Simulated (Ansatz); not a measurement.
**C₂H₆F₃NZr: one species, many methods, part 1 of 2**

Aim: compute C₂H₆F₃NZr with functionals from several rungs and with coupled cluster. Orbital energies and run times are compared, and the correlation energy is taken apart.

Program: Ansatz 0.2.0, Gaussian basis. Level of theory: functionals in def2-TZVPP, the program's frozen cores in correlated methods. These are calculated values, not measurements.

Levels to be run: LDA (SPW92), PBE-D4, revPBE-D4, BLYP-D4, r2SCAN-D4, B97M-V, PBE0-D4, B3LYP-D4, r2SCANh-D4, r2SCAN0-D4, HSE06-D4, BHLYP-D4, CAM-B3LYP-D4, LC-ωPBE, ωB97X-V, ωB97M-V, B2PLYP, PBE-QIDH; CCSD(T)/def2-SVP; CCSD(T)/def2-TZVPP; MP2/def2-QZVPP; extrapolation to the limit; RPA on PBE.

## Step 1: The relaxed structure

All runs share one geometry, relaxed beforehand with PBE0-D4 in a triple-zeta def2 set. Zr takes the def2 core potential; no spin-orbit term is included.

SMILES `C[N](C)[Zr]([F])([F])[F]`, 13 atoms, charge 0, spin multiplicity 1.

Atoms are counted from 1 here; the program's logs count them from 0.

Bond lengths: C1–N2 1.445 Å, C1–H8 1.098 Å, C1–H9 1.094 Å, C1–H10 1.098 Å, N2–C3 1.445 Å, N2–Zr4 2.005 Å, C3–H11 1.098 Å, C3–H12 1.098 Å, C3–H13 1.094 Å, Zr4–F5 1.911 Å, Zr4–F6 1.911 Å, Zr4–F7 1.916 Å. Angles: N2–C1–H8 111.4°, N2–C1–H9 111.0°, N2–C1–H10 111.2°, H8–C1–H9 107.8°, H8–C1–H10 107.9°, H9–C1–H10 107.4°, C1–N2–C3 113.4°, C1–N2–Zr4 123.3°, C3–N2–Zr4 123.2°, N2–C3–H11 111.2°, N2–C3–H12 111.4°, N2–C3–H13 111.0°, H11–C3–H12 107.9°, H11–C3–H13 107.4°, H12–C3–H13 107.8°, N2–Zr4–F5 107.7°, N2–Zr4–F6 107.7°, N2–Zr4–F7 108.0° and more.

## Step 2: LDA

This LDA is Slater exchange with PW92 correlation.

Input file in.yaml:

```yaml
crystal:
  periodic: [false, false, false]
  atoms:
    - {symbol: C, position_ang: [-0.368362, -0.127905, 1.491444]}
    - {symbol: N, position_ang: [0.083029, -0.085414, 0.118908]}
    - {symbol: C, position_ang: [1.005951, -1.146865, -0.214256]}
    - {symbol: Zr, position_ang: [-0.585797, 1.249275, -1.219465]}
    - {symbol: F, position_ang: [0.774332, 1.477652, -2.541996]}
    - {symbol: F, position_ang: [-1.069274, 2.834195, -0.267992]}
    - {symbol: F, position_ang: [-2.149249, 0.519836, -2.053046]}
    - {symbol: H, position_ang: [-0.892428, -1.067249, 1.711966]}
    - {symbol: H, position_ang: [-1.055957, 0.696208, 1.703899]}
    - {symbol: H, position_ang: [0.474413, -0.040424, 2.189838]}
    - {symbol: H, position_ang: [1.906241, -1.102074, 0.412754]}
    - {symbol: H, position_ang: [0.547430, -2.134832, -0.075295]}
    - {symbol: H, position_ang: [1.329679, -1.072403, -1.256758]}
basis:
  gaussian: {orbitals: def2-TZVPP}
hamiltonian: {xc: lda}
output: {orbitals: {seedname: orbitals}}
```

Started as:

```console
$ ansatz run in.yaml --threads 2 --pin off --events-out ev --progress --plain --max-ram 32768MiB --backend cuda --devices 0, --max-vram 18GiB
```

Log:

```text
Functional definition: SPW92
  name "SPW92"
  cite "Dirac, Proc. Camb. Phil. Soc. 26, 376 (1930) doi:10.1017/S0305004100016108"
  cite "Slater, Phys. Rev. 81, 385 (1951) doi:10.1103/PhysRev.81.385"
  cite "Perdew & Wang, Phys. Rev. B 45, 13244 (1992) doi:10.1103/PhysRevB.45.13244"
  exchange = slater_x
  correlation = pw_c
1649 factors; their error is unknown
mean field evaluation 1: about -12997.7324 eV, gradient 1.0e2 eV
mean field evaluation 2: about -12797.9455 eV, gradient 3.2e2 eV
mean field evaluation 4: about -13015.7950 eV, gradient 3.9e1 eV
mean field evaluation 8: about -13019.0535 eV, gradient 5.8e-1 eV
mean field evaluation 16: about -13019.0323 eV, gradient 7.8e-4 eV
mean field -13019.03232787 eV, -478.4406134320 hartree, gradient 6.6e-5 eV, S^2 0.000000; 0 other end points of the search recorded, 0 dependent functions left out
reference -13019.03240829 eV, -478.4406163875 hartree; 32, 32 occupied and 294, 294 virtual orbitals, 1649 factors
Total energy: -13019.03240829 eV, -478.4406163875 hartree
```

Run time: 3.8 s. Hardware: 1 × H100 (card shared with other runs) with 2 threads of AMD EPYC 7R13, shared host; peak host memory 0.82 GiB.

HOMO -5.94 eV, LUMO -2.08 eV.

## Step 3: PBE-D4 (GGA)

in.yaml: that of step 2 with these lines changed.

```diff
@@ -18,3 +18,3 @@
   gaussian: {orbitals: def2-TZVPP}
-hamiltonian: {xc: lda}
-output: {orbitals: {seedname: orbitals}}
+hamiltonian: {xc: pbe, dispersion: d4}
+output: {forces: true, orbitals: {seedname: orbitals}}
```

Same command.

Log (excerpt; [...] marks lines left out):

```text
Functional definition: PBE
  name "PBE"
  cite "Perdew, Burke & Ernzerhof, Phys. Rev. Lett. 77, 3865 (1996) doi:10.1103/PhysRevLett.77.3865"
  parent pbe
[...]
1649 factors; their error is unknown
[...]
mean field -13094.14888740 eV, -481.2010960791 hartree, gradient 1.5e-5 eV, S^2 0.000000; 0 other end points of the search recorded, 0 dependent functions left out
[...]
reference -13094.14897401 eV, -481.2010992621 hartree; 32, 32 occupied and 294, 294 virtual orbitals, 1649 factors
Total energy: -13094.43616750 eV, -481.2116534282 hartree
Atom 0 at    -0.368362    -0.127905     1.491444 Å, force    -0.042462     0.020555     0.054206 eV/Å
Atom 1 at     0.083029    -0.085414     0.118908 Å, force     0.021852    -0.012524     0.025626 eV/Å
Atom 2 at     1.005951    -1.146865    -0.214256 Å, force     0.038434    -0.039419    -0.046292 eV/Å
Atom 3 at    -0.585797     1.249275    -1.219465 Å, force     0.012011     0.100230    -0.049507 eV/Å
Atom 4 at     0.774332     1.477652    -2.541996 Å, force     0.267234     0.036279    -0.259787 eV/Å
Atom 5 at    -1.069274     2.834195    -0.267992 Å, force    -0.099098     0.305817     0.191949 eV/Å
Atom 6 at    -2.149249     0.519836    -2.053046 Å, force    -0.314237    -0.157399    -0.161275 eV/Å
Atom 7 at    -0.892428    -1.067249     1.711966 Å, force    -0.112058    -0.202929     0.068356 eV/Å
Atom 8 at    -1.055957     0.696208     1.703899 Å, force    -0.136911     0.162157     0.047113 eV/Å
Atom 9 at     0.474413    -0.040424     2.189838 Å, force     0.176308     0.011038     0.169460 eV/Å
Atom 10 at     1.906241    -1.102074     0.412754 Å, force     0.203638    -0.009200     0.135554 eV/Å
Atom 11 at     0.547430    -2.134832    -0.075295 Å, force    -0.082033    -0.225245     0.030996 eV/Å
Atom 12 at     1.329679    -1.072403    -1.256758 Å, force     0.067321     0.010640    -0.206401 eV/Å
Dipole moment:     0.241795    -0.347906     0.404072 e Å
```

Run time: 7 s. Hardware: 1 × H100 (card shared with other runs) with 2 threads of AMD EPYC 7R13, shared host; peak host memory 0.83 GiB.

HOMO -5.77 eV, LUMO -1.78 eV.

## Step 4: revPBE-D4 (GGA)

in.yaml: that of step 3 with these lines changed.

```diff
@@ -18,3 +18,3 @@
   gaussian: {orbitals: def2-TZVPP}
-hamiltonian: {xc: pbe, dispersion: d4}
-output: {forces: true, orbitals: {seedname: orbitals}}
+hamiltonian: {xc: {name: revPBE}, dispersion: d4}
+output: {orbitals: {seedname: orbitals}}
```

Launched as before.

Log:

```text
Functional definition: revPBE
  name "revPBE"
  cite "Zhang & Yang, Phys. Rev. Lett. 80, 890 (1998) doi:10.1103/PhysRevLett.80.890"
  cite "Perdew, Burke & Ernzerhof, Phys. Rev. Lett. 77, 3865 (1996) doi:10.1103/PhysRevLett.77.3865"
  parameter kappa = 1.245
  parameter beta = 0.06672455060314922
  exchange = pbe_x(kappa = kappa, mu = beta*pi^2/3)
  correlation = pbe_c(beta = beta)
1649 factors; their error is unknown
mean field evaluation 1: about -13083.4107 eV, gradient 1.0e2 eV
mean field evaluation 2: about -12906.6161 eV, gradient 3.1e2 eV
mean field evaluation 4: about -13101.2019 eV, gradient 3.2e1 eV
mean field evaluation 8: about -13103.3415 eV, gradient 4.0e-1 eV
mean field evaluation 16: about -13103.3174 eV, gradient 1.7e-3 eV
mean field -13103.31739779 eV, -481.5380326214 hartree, gradient 8.0e-5 eV, S^2 0.000000; 0 other end points of the search recorded, 0 dependent functions left out
reference -13103.31750681 eV, -481.5380366277 hartree; 32, 32 occupied and 294, 294 virtual orbitals, 1649 factors
Total energy: -13104.14575643 eV, -481.5684742397 hartree
```

Wall time 8.5 s (1 × H100 (card shared with other runs) with 2 threads of AMD EPYC 7R13, shared host); peak host memory 0.82 GiB.

HOMO -5.70 eV, LUMO -1.66 eV.

## Step 5: BLYP-D4 (GGA)

in.yaml: that of step 4 with these lines changed.

```diff
@@ -18,3 +18,3 @@
   gaussian: {orbitals: def2-TZVPP}
-hamiltonian: {xc: {name: revPBE}, dispersion: d4}
+hamiltonian: {xc: {name: BLYP}, dispersion: d4}
 output: {orbitals: {seedname: orbitals}}
```

Same command.

Log:

```text
Functional definition: BLYP
  name "BLYP"
  cite "Becke, Phys. Rev. A 38, 3098 (1988) doi:10.1103/PhysRevA.38.3098"
  cite "Lee, Yang & Parr, Phys. Rev. B 37, 785 (1988) doi:10.1103/PhysRevB.37.785"
  parameter beta = 0.0042
  parameter a = 0.04918
  parameter b = 0.132
  parameter c = 0.2533
  parameter d = 0.349
  exchange = b88_x(beta = beta)
  correlation = lyp_c(a = a, b = b, c = c, d = d)
1649 factors; their error is unknown
mean field evaluation 1: about -13080.0737 eV, gradient 1.1e2 eV
mean field evaluation 2: about -12857.8422 eV, gradient 3.4e2 eV
mean field evaluation 4: about -13100.0300 eV, gradient 4.0e1 eV
mean field evaluation 8: about -13103.3953 eV, gradient 6.0e-1 eV
mean field evaluation 16: about -13103.3715 eV, gradient 1.4e-3 eV
mean field -13103.37149083 eV, -481.5400205040 hartree, gradient 6.7e-5 eV, S^2 0.000000; 0 other end points of the search recorded, 0 dependent functions left out
reference -13103.37199270 eV, -481.5400389470 hartree; 32, 32 occupied and 294, 294 virtual orbitals, 1649 factors
Total energy: -13103.98686893 eV, -481.5626352319 hartree
```

Wall time 9.5 s (1 × H100 (card shared with other runs) with 2 threads of AMD EPYC 7R13, shared host); peak host memory 0.83 GiB.

HOMO -5.67 eV, LUMO -1.68 eV.

## Step 6: r2SCAN-D4 (meta-GGA)

in.yaml: that of step 5 with these lines changed.

```diff
@@ -18,3 +18,3 @@
   gaussian: {orbitals: def2-TZVPP}
-hamiltonian: {xc: {name: BLYP}, dispersion: d4}
-output: {orbitals: {seedname: orbitals}}
+hamiltonian: {xc: r2scan, dispersion: d4}
+output: {forces: true, orbitals: {seedname: orbitals}}
```

The command is unchanged.

Log (excerpt; [...] marks lines left out):

```text
Functional definition: r2SCAN
  name "r2SCAN"
  cite "Furness, Kaplan, Ning, Perdew & Sun, J. Phys. Chem. Lett. 11, 8208 (2020) doi:10.1021/acs.jpclett.0c02405"
  cite "Furness, Kaplan, Ning, Perdew & Sun, J. Phys. Chem. Lett. 11, 9248 (2020) doi:10.1021/acs.jpclett.0c03077"
  parent r2scan
[...]
1649 factors; their error is unknown
[...]
mean field -13101.48082515 eV, -481.4705398217 hartree, gradient 8.0e-5 eV, S^2 0.000000; 0 other end points of the search recorded, 0 dependent functions left out
[...]
reference -13101.48085341 eV, -481.4705408603 hartree; 32, 32 occupied and 294, 294 virtual orbitals, 1649 factors
Total energy: -13101.55501973 eV, -481.4732664222 hartree
Atom 0 at    -0.368362    -0.127905     1.491444 Å, force    -0.066770    -0.006433     0.188151 eV/Å
Atom 1 at     0.083029    -0.085414     0.118908 Å, force     0.010284     0.023335    -0.004924 eV/Å
[...]
Atom 3 at    -0.585797     1.249275    -1.219465 Å, force    -0.028637     0.095408    -0.080192 eV/Å
Atom 4 at     0.774332     1.477652    -2.541996 Å, force     0.091209     0.006675    -0.087061 eV/Å
Atom 5 at    -1.069274     2.834195    -0.267992 Å, force    -0.035292     0.099756     0.068939 eV/Å
Atom 6 at    -2.149249     0.519836    -2.053046 Å, force    -0.104875    -0.051087    -0.054858 eV/Å
Atom 7 at    -0.892428    -1.067249     1.711966 Å, force     0.002698    -0.006793     0.006492 eV/Å
Atom 8 at    -1.055957     0.696208     1.703899 Å, force     0.005554    -0.002824    -0.014820 eV/Å
Atom 9 at     0.474413    -0.040424     2.189838 Å, force     0.004722    -0.006123     0.008057 eV/Å
Atom 10 at     1.906241    -1.102074     0.412754 Å, force     0.005227    -0.006459     0.007433 eV/Å
Atom 11 at     0.547430    -2.134832    -0.075295 Å, force     0.002889    -0.006978     0.006205 eV/Å
Atom 12 at     1.329679    -1.072403    -1.256758 Å, force    -0.011399     0.009660     0.005927 eV/Å
Dipole moment:     0.245531    -0.351324     0.409168 e Å
```

It took 9.5 s on 1 × H100 (card shared with other runs) with 2 threads of AMD EPYC 7R13, shared host; peak host memory 0.87 GiB.

HOMO -6.01 eV, LUMO -1.58 eV.

## Step 7: B97M-V (meta-GGA)

in.yaml: that of step 6 with these lines changed.

```diff
@@ -18,3 +18,3 @@
   gaussian: {orbitals: def2-TZVPP}
-hamiltonian: {xc: r2scan, dispersion: d4}
-output: {forces: true, orbitals: {seedname: orbitals}}
+hamiltonian: {xc: {name: B97M-V}}
+output: {orbitals: {seedname: orbitals}}
```

The command is unchanged.

Log:

```text
Functional definition: B97M-V
  name "B97M-V"
  cite "Mardirossian & Head-Gordon, J. Chem. Phys. 142, 074111 (2015) doi:10.1063/1.4907719"
  cite "Becke, J. Chem. Phys. 107, 8554 (1997) doi:10.1063/1.475007"
  cite "Vydrov & Van Voorhis, J. Chem. Phys. 133, 244103 (2010) doi:10.1063/1.3521275"
  # Of w^i u^j: cxij and so on, Table III.
  parameter cx00 = 1.000
  parameter cx01 = 1.308
  parameter cx02 = 1.901
  parameter cx10 = 0.416
  parameter cx11 = 3.070
  parameter css00 = 1.000
  parameter css02 = -1.855
  parameter css10 = -5.668
  parameter css32 = -20.497
  parameter css42 = -20.364
  parameter cos00 = 1.000
  parameter cos01 = 1.573
  parameter cos03 = -6.298
  parameter cos10 = 2.535
  parameter cos32 = -6.427
  parameter b = 6.0
  parameter c = 0.01
  gx(w, u) = cx00 + cx01*u + cx02*u^2 + (cx10 + cx11*u)*w
  gss(w, u) = css00 + css02*u^2 + css10*w + (css32*w^3 + css42*w^4)*u^2
  gos(w, u) = cos00 + cos01*u + cos03*u^3 + cos10*w + cos32*w^3*u^2
  exchange = spin_sum(e_x_unif_s*gx(b97_w, b97_u_x))
  correlation = spin_sum(e_c_pw_mod_same_spin*gss(b97_w, b97_u_same))
      + integral(e_c_pw_mod_opposite_spin*gos(b97_w_opposite, b97_u_opposite)) + vv10(b, c)
1649 factors; their error is unknown
mean field evaluation 1: about -13085.5379 eV, gradient 9.7e1 eV
mean field evaluation 2: about -12958.9535 eV, gradient 2.7e2 eV
mean field evaluation 4: about -13102.6344 eV, gradient 1.8e1 eV
mean field evaluation 8: about -13103.3776 eV, gradient 1.5e-1 eV
mean field evaluation 16: about -13103.3556 eV, gradient 4.4e-4 eV
mean field -13103.35564167 eV, -481.5394380577 hartree, gradient 4.2e-5 eV, S^2 0.000000; 0 other end points of the search recorded, 0 dependent functions left out
reference -13103.35575839 eV, -481.5394423472 hartree; 32, 32 occupied and 294, 294 virtual orbitals, 1649 factors
Total energy: -13103.35575839 eV, -481.5394423472 hartree
```

Wall time 10 s (1 × H100 (card shared with other runs) with 2 threads of AMD EPYC 7R13, shared host); peak host memory 0.94 GiB.

HOMO -6.10 eV, LUMO -1.57 eV.

## Step 8: PBE0-D4 (hybrid)

in.yaml: that of step 7 with these lines changed.

```diff
@@ -18,3 +18,3 @@
   gaussian: {orbitals: def2-TZVPP}
-hamiltonian: {xc: {name: B97M-V}}
+hamiltonian: {xc: pbe0, dispersion: d4}
 output: {orbitals: {seedname: orbitals}}
```

Its log isn't repeated here (it stands with the study of this molecule's fields); it ends on a total energy of -13093.853544 eV.

HOMO -7.07 eV, LUMO -0.85 eV.

## Step 9: B3LYP-D4 (hybrid)

B3LYP here takes the VWN-RPA correlation.

in.yaml: that of step 8 with these lines changed.

```diff
@@ -18,3 +18,3 @@
   gaussian: {orbitals: def2-TZVPP}
-hamiltonian: {xc: pbe0, dispersion: d4}
-output: {orbitals: {seedname: orbitals}}
+hamiltonian: {xc: {name: B3LYP}, dispersion: d4}
+output: {forces: true, orbitals: {seedname: orbitals}}
```

Launched as before.

Log (excerpt; [...] marks lines left out):

```text
Functional definition: B3LYP
  name "B3LYP"
  cite "Stephens, Devlin, Chabalowski & Frisch, J. Phys. Chem. 98, 11623 (1994) doi:10.1021/j100096a001"
  cite "Becke, Phys. Rev. A 38, 3098 (1988) doi:10.1103/PhysRevA.38.3098"
  cite "Lee, Yang & Parr, Phys. Rev. B 37, 785 (1988) doi:10.1103/PhysRevB.37.785"
  cite "Vosko, Wilk & Nusair, Can. J. Phys. 58, 1200 (1980) doi:10.1139/p80-159"
[...]
1683 factors; their error is unknown
[...]
mean field -13106.86673790 eV, -481.6684684646 hartree, gradient 2.6e-5 eV, S^2 0.000000; 0 other end points of the search recorded, 0 dependent functions left out
[...]
reference -13106.86711262 eV, -481.6684822353 hartree; 32, 32 occupied and 294, 294 virtual orbitals, 1683 factors
Total energy: -13107.32569487 eV, -481.6853348221 hartree
Atom 0 at    -0.368362    -0.127905     1.491444 Å, force    -0.111437     0.010997     0.294897 eV/Å
[...]
Atom 3 at    -0.585797     1.249275    -1.219465 Å, force    -0.001962     0.050270    -0.031385 eV/Å
Atom 4 at     0.774332     1.477652    -2.541996 Å, force     0.210350     0.033537    -0.200106 eV/Å
Atom 5 at    -1.069274     2.834195    -0.267992 Å, force    -0.072143     0.241295     0.148237 eV/Å
Atom 6 at    -2.149249     0.519836    -2.053046 Å, force    -0.244456    -0.115079    -0.129812 eV/Å
Atom 7 at    -0.892428    -1.067249     1.711966 Å, force     0.023197     0.043546     0.005744 eV/Å
Atom 8 at    -1.055957     0.696208     1.703899 Å, force     0.037513    -0.051593    -0.004806 eV/Å
Atom 9 at     0.474413    -0.040424     2.189838 Å, force    -0.043580    -0.009120    -0.016310 eV/Å
Atom 10 at     1.906241    -1.102074     0.412754 Å, force    -0.032849    -0.017072    -0.029641 eV/Å
Atom 11 at     0.547430    -2.134832    -0.075295 Å, force     0.033687     0.035753    -0.007284 eV/Å
Atom 12 at     1.329679    -1.072403    -1.256758 Å, force    -0.015480    -0.012451     0.060790 eV/Å
Dipole moment:     0.248554    -0.355544     0.414140 e Å
```

It took 9 s on 1 × H100 (card shared with other runs) with 2 threads of AMD EPYC 7R13, shared host; peak host memory 0.87 GiB.

HOMO -6.88 eV, LUMO -1.12 eV.

## Step 10: r2SCANh-D4 (hybrid)

in.yaml: that of step 9 with these lines changed.

```diff
@@ -18,3 +18,3 @@
   gaussian: {orbitals: def2-TZVPP}
-hamiltonian: {xc: {name: B3LYP}, dispersion: d4}
-output: {forces: true, orbitals: {seedname: orbitals}}
+hamiltonian: {xc: {name: r2SCANh}, dispersion: d4}
+output: {orbitals: {seedname: orbitals}}
```

The command is unchanged.

Log (excerpt; [...] marks lines left out):

```text
Functional definition: r2SCANh
  name "r2SCANh"
  cite "Bursch, Neugebauer, Ehlert & Grimme, J. Chem. Phys. 156, 134105 (2022) doi:10.1063/5.0086040"
  cite "Furness, Kaplan, Ning, Perdew & Sun, J. Phys. Chem. Lett. 11, 8208 (2020) doi:10.1021/acs.jpclett.0c02405"
  cite "Furness, Kaplan, Ning, Perdew & Sun, J. Phys. Chem. Lett. 11, 9248 (2020) doi:10.1021/acs.jpclett.0c03077"
  parent r2scan
[...]
1649 factors; their error is unknown
[...]
mean field -13100.34739550 eV, -481.4288870504 hartree, gradient 5.4e-5 eV, S^2 0.000000; 0 other end points of the search recorded, 0 dependent functions left out
reference -13100.34742116 eV, -481.4288879931 hartree; 32, 32 occupied and 294, 294 virtual orbitals, 1649 factors
Total energy: -13100.42624798 eV, -481.4317848254 hartree
```

It took 11 s on 1 × H100 (card shared with other runs) with 2 threads of AMD EPYC 7R13, shared host; peak host memory 0.86 GiB.

HOMO -6.50 eV, LUMO -1.24 eV.

## Step 11: r2SCAN0-D4 (hybrid)

in.yaml: that of step 10 with these lines changed.

```diff
@@ -18,3 +18,3 @@
   gaussian: {orbitals: def2-TZVPP}
-hamiltonian: {xc: {name: r2SCANh}, dispersion: d4}
+hamiltonian: {xc: {name: r2SCAN0}, dispersion: d4}
 output: {orbitals: {seedname: orbitals}}
```

Same command.

Log (excerpt; [...] marks lines left out):

```text
Functional definition: r2SCAN0
  name "r2SCAN0"
  cite "Bursch, Neugebauer, Ehlert & Grimme, J. Chem. Phys. 156, 134105 (2022) doi:10.1063/5.0086040"
  cite "Furness, Kaplan, Ning, Perdew & Sun, J. Phys. Chem. Lett. 11, 8208 (2020) doi:10.1021/acs.jpclett.0c02405"
  cite "Furness, Kaplan, Ning, Perdew & Sun, J. Phys. Chem. Lett. 11, 9248 (2020) doi:10.1021/acs.jpclett.0c03077"
  parent r2scan
[...]
1727 factors; their error is unknown
[...]
mean field -13098.71866021 eV, -481.3690321324 hartree, gradient 5.7e-5 eV, S^2 0.000000; 0 other end points of the search recorded, 0 dependent functions left out
reference -13098.71868207 eV, -481.3690329357 hartree; 32, 32 occupied and 294, 294 virtual orbitals, 1727 factors
Total energy: -13098.80558586 eV, -481.3722265911 hartree
```

It took 11 s on 1 × H100 (card shared with other runs) with 2 threads of AMD EPYC 7R13, shared host; peak host memory 0.86 GiB.

HOMO -7.24 eV, LUMO -0.72 eV.

## Step 12: HSE06-D4 (hybrid)

HSE06 is the plane-wave form, built on full-range PBE exchange.

in.yaml: that of step 11 with these lines changed.

```diff
@@ -18,3 +18,3 @@
   gaussian: {orbitals: def2-TZVPP}
-hamiltonian: {xc: {name: r2SCAN0}, dispersion: d4}
+hamiltonian: {xc: hse06, dispersion: d4}
 output: {orbitals: {seedname: orbitals}}
```

Same command.

Log (excerpt; [...] marks lines left out):

```text
Functional definition: HSE06
  name "HSE06"
  cite "Heyd, Scuseria & Ernzerhof, J. Chem. Phys. 118, 8207 (2003) doi:10.1063/1.1564060"
  cite "Krukau, Vydrov, Izmaylov & Scuseria, J. Chem. Phys. 125, 224106 (2006) doi:10.1063/1.2404663"
  cite "Heyd & Scuseria, J. Chem. Phys. 120, 7274 (2004) doi:10.1063/1.1668634"
  cite "Ernzerhof & Perdew, J. Chem. Phys. 109, 3313 (1998) doi:10.1063/1.476928"
  cite "Perdew, Burke & Ernzerhof, Phys. Rev. Lett. 77, 3865 (1996) doi:10.1103/PhysRevLett.77.3865"
  parent pbe
[...]
  # The whole range is PBE's own exchange, as in plane waves. The composition of these papers is wPBEh.
[...]
1727 factors; their error is unknown
131 factors; integrals over basis functions are off by at most 8.3e-7 eV
[...]
mean field -13093.03918540 eV, -481.1603152826 hartree, gradient 6.1e-5 eV, S^2 0.000000; 0 other end points of the search recorded, 0 dependent functions left out
reference -13093.03926755 eV, -481.1603183018 hartree; 32, 32 occupied and 294, 294 virtual orbitals, 1727 factors
Total energy: -13093.26895245 eV, -481.1687590660 hartree
```

Wall time 12 s (1 × H100 (card shared with other runs) with 2 threads of AMD EPYC 7R13, shared host); peak host memory 0.84 GiB.

HOMO -6.67 eV, LUMO -1.24 eV.

(Continued in part 2 of 2.)
